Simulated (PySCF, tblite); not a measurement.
# C5H14BNSi2: geometry, infrared bands and NMR shifts

What infrared bands and NMR shifts should C5H14BNSi2 (`C/C=C/[Si@@H]1BN[SiH2]CC1`) show?

The runs use tblite 0.8.0 and PySCF 2.14.0, with density-fitted response routines of our own; the level of theory stands in each step. All values are computed, except where a source is named. Atoms are numbered from 0 throughout.

## (1) The molecule as given

23 atoms, charge 0, multiplicity 1; geometry from: force field or distance geometry start.

Bonds of the start (Å): C0–C1 1.52, C1–C2 1.31, C2–Si3 1.86, Si3–B4 1.96, B4–N5 1.52, N5–Si6 1.78, Si6–C7 1.85, C7–C8 1.51, C8–Si3 1.87, C0–H9 1.12, C0–H10 1.11, C0–H11 1.12, C1–H12 1.06, C2–H13 1.10, Si3–H14 1.46, B4–H15 1.19, N5–H16 1.03, Si6–H17 1.49, Si6–H18 1.47, C7–H19 1.11, C7–H20 1.11, C8–H21 1.10, C8–H22 1.10.

## (2) Optimising the geometry with GFN2-xTB

The job: settings as JSON, then the geometry in Å.

```
{"job": {"kind": "relax", "xc": "GFN2-xTB", "basis": "xTB"}, "charge": 0, "multiplicity": 1}
C      3.909700    -0.621800     0.236000
C      2.703100    -0.327200    -0.637200
C      1.647400     0.138000    -0.012600
Si     0.080800     0.560300    -0.917800
B     -0.937800     1.845800     0.161400
N     -2.457100     1.862100     0.181100
Si    -3.152200     0.228900     0.122600
C     -1.783000    -1.010300     0.293600
C     -0.966100    -0.993000    -0.976400
H      3.597600    -0.888500     1.273700
H      4.439600    -1.501700    -0.187700
H      4.592200     0.263900     0.260400
H      2.738600    -0.508300    -1.678500
H      1.686500     0.295600     1.074500
H      0.346500     1.112500    -2.244300
H     -0.348800     2.499000     0.960300
H     -2.835100     2.437400    -0.587600
H     -4.164700     0.037500     1.197900
H     -3.874900     0.092000    -1.146300
H     -2.143500    -2.028100     0.553600
H     -1.124600    -0.668600     1.112900
H     -0.363000    -1.909200    -1.065200
H     -1.595800    -0.889300    -1.872600
```

Command:

```
> OMP_NUM_THREADS=1 python probes_run.py task.json out
```

One launch serves the whole session: the jobs run in the order shown.

**Question.** This job is followed by: GFN2-xTB harmonic vibrations, gas phase; GIAO PBE0/pcSseg-1 NMR shielding, non-relativistic, gas phase. What will the session give for the following? strongest single infrared mode (GFN2-xTB); zero-point energy (GFN2-xTB); 13C shifts against TMS (PBE0/pcSseg-1); 1H shifts against TMS (PBE0/pcSseg-1, means over atoms taken as alike); 29Si shifts against TMS (PBE0/pcSseg-1); 11B shifts against BF3·OEt2 (PBE0/pcSseg-1); 15N shifts against NH3 (PBE0/pcSseg-1).

The runs gave:

```
                                                              quantity                                                                       value
                             strongest single infrared mode (GFN2-xTB)                                                       2187 cm⁻¹, 472 km/mol
                                          zero-point energy (GFN2-xTB)                                                              112.0 kcal/mol
                                13C shifts against TMS (PBE0/pcSseg-1)                                            153.2, 132.1, 27.2, 9.2, 8.9 ppm
1H shifts against TMS (PBE0/pcSseg-1, means over atoms taken as alike)  6.52, 6.09, 6.05, 5.49, 4.99, 4.86, 4.21, 1.99, 1.42, 1.25, 1.23, 0.91 ppm
                               29Si shifts against TMS (PBE0/pcSseg-1)                                                            -33.5, -50.7 ppm
                           11B shifts against BF3·OEt2 (PBE0/pcSseg-1)                                                                    50.8 ppm
                                15N shifts against NH3 (PBE0/pcSseg-1)                                                                   145.9 ppm
```

What this shows: Relaxing lowered the energy by 1.647 eV in 171 steps; the close pair that moved most is B4–N5, from 1.520 to 1.397 Å. All 63 modes are real, so the xTB geometry is a minimum. The strongest single mode, at 2187 cm⁻¹, moves mainly H18. Unscaled tight-binding wavenumbers are off by several per cent, some by more. Its intensities can rank the bands wrongly.
